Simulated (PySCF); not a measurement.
**Ga⁺: the SCF solver's settings**

Do solver options change the result for Ga⁺, or only the number of cycles?

Method: each script names its method and basis; program: PySCF 2.14.0.

### Step 1. The atom

Ga⁺: 1 atom, charge 1, spin multiplicity 1.

### Step 2. The base run

The input, input.py:

```python
from pyscf import gto, dft, tdscf

mol = gto.M(
    atom='Ga 0 0 0',
    basis='6-311++g**',
    charge=1,
    spin=0,
    symmetry=True,
    verbose=4,
)
mf = dft.RKS(mol, xc='bhandhlyp')
mf.kernel()
td = tdscf.TDA(mf)
td.nstates = 4
td.kernel()
td.analyze()
mf.dip_moment()
print('orbital energies (hartree):', mf.mo_energy[..., max(0, mol.nelec[1]-3):mol.nelec[0]+3].round(4))
```

On the command line:

```console
$ OMP_NUM_THREADS=1 python input.py
```

The log of this run is left out.

It gives: E(SCF) = -1924.529245 Eh, 7 cycles, excitations 8.86, 8.86, 8.86, 14.51 eV.

### Step 3. Smearing width 0.005 hartree

Variant 1 changes smearing width: none → 0.005 hartree; step after the SCF: tda → none.

The input, input.py:

```python
from pyscf import gto, dft, scf

mol = gto.M(
    atom='Ga 0 0 0',
    basis='6-311++g**',
    charge=1,
    spin=0,
    symmetry=True,
    verbose=4,
)
mf = dft.RKS(mol, xc='bhandhlyp')
mf = scf.addons.smearing_(mf, sigma=0.005, method='fermi')
mf.kernel()
mf.dip_moment()
print('orbital energies (hartree):', mf.mo_energy[..., max(0, mol.nelec[1]-3):mol.nelec[0]+3].round(4))
```

On the command line:

```console
$ OMP_NUM_THREADS=1 python input.py
```

### Step 4. DIIS space 20

Variant 2 changes DIIS space: default → 20.

input.py, as its differences from that of step 2:

```diff
@@ -11,2 +11,3 @@
 mf = dft.RKS(mol, xc='bhandhlyp')
+mf.diis_space = 20
 mf.kernel()
```

### Step 5. Cycle limit 8

Variant 3 changes cycle limit: 50 → 8.

input.py, as its differences from that of step 2:

```diff
@@ -11,2 +11,3 @@
 mf = dft.RKS(mol, xc='bhandhlyp')
+mf.max_cycle = 8
 mf.kernel()
```

Q: Predict the outcome of this session. Wanted: for each run, E(SCF); from base; gap; after the SCF.

As calculated:

```csv
run,E(SCF) (hartree),from base (eV),cycles,gap (eV),after the SCF
base,-1924.529245,0,7,10.41,lowest root found 8.86 eV
smearing width 0.005 hartree,-1924.529245,0.0000,7,n/a,n/a
DIIS space 20,-1924.529245,0.0000,7,10.41,lowest root found 8.86 eV
cycle limit 8,-1924.529245,0.0000,7,10.41,lowest root found 8.86 eV
```

Distance from each run's final energy (log10 hartree) by cycle:

```csv
run,cycle 1,cycle 2,cycle 3,cycle 5,cycle 8,cycle 12
base,-1.4,-1.4,-2.5,-7.6,done,done
smearing width 0.005 hartree,-1.4,-1.4,-2.5,-7.6,done,done
DIIS space 20,-1.4,-1.4,-2.5,-7.6,done,done
cycle limit 8,-1.4,-1.4,-2.5,-7.6,done,done
```

No change of the SCF energy comes from smearing width 0.005 hartree or DIIS space 20 or cycle limit 8. With smearing width 0.005 hartree, DIIS space 20, cycle limit 8 the path hardly changes: 7 cycles against 7. The cycles with DIIS space 20 repeat those of the base digit for digit, so the setting never acted.
